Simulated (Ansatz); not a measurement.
# Hf2AlN3: further runs on a relaxed guess

This session takes a relaxed cell of Hf2AlN3 and sets out to compute bands, density of states and charges.

Computed with Ansatz 0.2.0 (DFT PBE, scalar-relativistic, plane waves, PAW, unless a step's input says otherwise).

### Step 1. The starting structure

Symmetry: P6_3mc, No. 186, hexagonal system. Conventional cell: a = 3.363 Å, b = 3.363 Å, c = 16.670 Å, α = 90.00°, β = 90.00°, γ = 120.00°. Around Hf (site symmetry 3m) lie 4 N at 2.07 to 2.20 Å. Around Hf (site symmetry 3m) lie 4 N at 2.12 to 2.17 Å. Al (site symmetry 3m) is surrounded by 4 N at 1.91 to 2.00 Å. Around N (site symmetry 3m) lie 1 Al at 1.91 Å and 3 Hf at 2.12 Å. Around N (site symmetry 3m) lie 3 Al at 2.00 Å and 1 Hf at 2.20 Å. N (site symmetry 3m) has 4 Hf at 2.07 to 2.17 Å as nearest neighbours.

Coordinates:

```cif
data_structure
_symmetry_space_group_name_H-M 'P 1'
_symmetry_Int_Tables_number 1
_cell_length_a 3.3635
_cell_length_b 3.3635
_cell_length_c 16.6701
_cell_angle_alpha 90.000
_cell_angle_beta 90.000
_cell_angle_gamma 120.000
_cell_volume 163.32
loop_
_atom_site_label
_atom_site_type_symbol
_atom_site_fract_x
_atom_site_fract_y
_atom_site_fract_z
_atom_site_occupancy
Hf1 Hf 0.33333 0.66667 0.33866 1
Hf2 Hf 0.33333 0.66667 0.66534 1
Hf3 Hf 0.66667 0.33333 0.16534 1
Hf4 Hf 0.66667 0.33333 0.83866 1
Al1 Al 0.33333 0.66667 0.00023 1
Al2 Al 0.66667 0.33333 0.50023 1
N1 N 0.33333 0.66667 0.11462 1
N2 N 0.33333 0.66667 0.47080 1
N3 N 0.33333 0.66667 0.79535 1
N4 N 0.66667 0.33333 0.29535 1
N5 N 0.66667 0.33333 0.61462 1
N6 N 0.66667 0.33333 0.97080 1
```

The cell was relaxed beforehand at this level, from a generated guess; it needn't be the stable form of this composition. At a tolerance of 0.05 Å it has space group P6_3mc (No. 186); it has 13.61 Å³/atom, an uncorrected energy of -1.16 eV/atom over the elements.

### Step 2. Bands, states and charges

The input, input.yaml:

```yaml
crystal:
  lattice:
    - [3.3634857633, 0.0, 0.0]
    - [-1.6817428817, 2.9128641163, 0.0]
    - [0.0, 0.0, 16.6700946148]
  atoms:
    - { symbol: Hf, position: [0.3333333333, 0.6666666667, 0.3386552899] }
    - { symbol: Hf, position: [0.3333333333, 0.6666666667, 0.6653429113] }
    - { symbol: Hf, position: [0.6666666667, 0.3333333333, 0.1653429113] }
    - { symbol: Hf, position: [0.6666666667, 0.3333333333, 0.8386552899] }
    - { symbol: Al, position: [0.3333333333, 0.6666666667, 0.0002261759] }
    - { symbol: Al, position: [0.6666666667, 0.3333333333, 0.5002261759] }
    - { symbol: "N", position: [0.3333333333, 0.6666666667, 0.1146221749] }
    - { symbol: "N", position: [0.3333333333, 0.6666666667, 0.4708029708] }
    - { symbol: "N", position: [0.3333333333, 0.6666666667, 0.7953504673] }
    - { symbol: "N", position: [0.6666666667, 0.3333333333, 0.2953504673] }
    - { symbol: "N", position: [0.6666666667, 0.3333333333, 0.6146221749] }
    - { symbol: "N", position: [0.6666666667, 0.3333333333, 0.9708029708] }
basis:
  ecutwfc: 420
kpoints:
  mp_grid: { grid: [12, 12, 4] }
  band_path:
    path:
      - [[0.0, 0.0, 0.0], [0.5, 0.0, 0.0], [0.33333333, 0.33333333, 0.0], [0.0, 0.0, 0.0], [0.0, 0.0, 0.5], [0.5, 0.0, 0.5], [0.33333333, 0.33333333, 0.5], [0.0, 0.0, 0.5]]
      - [[0.5, 0.0, 0.5], [0.5, 0.0, 0.0]]
      - [[0.33333333, 0.33333333, 0.5], [0.33333333, 0.33333333, 0.0]]
    npoints: 10
hamiltonian:
  xc: pbe
scf:
  occupations: { method: gaussian, width: 0.1 }
  n_extra_bands: 30
output:
  forces: true
  stress: true
  eigenvalues: true
  populations: true
  dos: { projected: true, de: 0.02, nscf_kmesh: { grid: [15, 15, 5] } }
  bader: false
```

On the command line:

```sh
> ansatz run input.yaml --threads 1 --pin off --max-ram 2560MiB --backend cpu --events-out ev --progress --plain --runs-dir out
```

**Question.** What will these runs give? Wanted: gap; states at the Fermi level.

The runs gave:

```
                 quantity                 value
                      gap          none (metal)
states at the Fermi level  3.62 per eV per cell
```

What this shows: There is no gap at this level. Of the projected weight within 0.25 eV of the Fermi level, the largest part is Hf 5d (72 %). These runs have no spin-orbit coupling; with Hf it would split and shift bands.
